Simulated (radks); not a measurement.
# N⁺ in [He] 2s2 2p2: an all-electron calculation

An exercise on one series of results from a longer session: the logs are not shown, and one member is left open.

Method: non-relativistic Kohn-Sham, r2SCAN, spin-polarised, spherical densities, point nucleus; open shells are filled with parallel spins first. Code: radks (a radial shooting solver on a logarithmic mesh, Libxc functionals) version 1.

### What is computed

```
element       : nitrogen (Z = 7)
charge        : +1
electrons     : 6
configuration : [He] 2s2 2p2
```

The outer shells:

N⁺
```
[He] core
2s [↑↓]
2p [↑ ][↑ ][  ]
```

Set-up of the first run:

Input:

```text
Z 7
configuration [He] 2s2 2p2 3s0 3p0
relativity non-relativistic
functional r2scan,r2scan
spin polarised
nucleus point
```

Command:

```bash
$ python run_ks.py task.json out
```

All runs below come from this command, one after another.

Steps of the session up to this table: Self-consistent calculation.

One of the session's tables, all rows but one given; the rest of the session is left out.

It belongs to the step «Orbitals and density». Sizes of the orbitals, from the radial functions (bohr):

| level | <r> | outermost maximum (interpolated) | 90 % within |
| --- | --- | --- | --- |
| 1s up | 0.2298 | 0.149 | 0.412 |
| 1s down | ? | ? | ? |
| 2s up | 1.228 | 0.981 | 1.94 |
| 2s down | 1.278 | 1.01 | 2.02 |
| 2p up | 1.246 | 0.913 | 2.08 |
| 2p down | 1.335 | 0.968 | 2.25 |

**Question.** Estimate the row for 1s down.

As computed: <r>: 0.2286; outermost maximum (interpolated): 0.148; 90 % within: 0.409. In the column «<r>» it is the lowest.

Limits of these values: Open shells are spherical and high-spin; term and fine-structure splittings are not resolved.
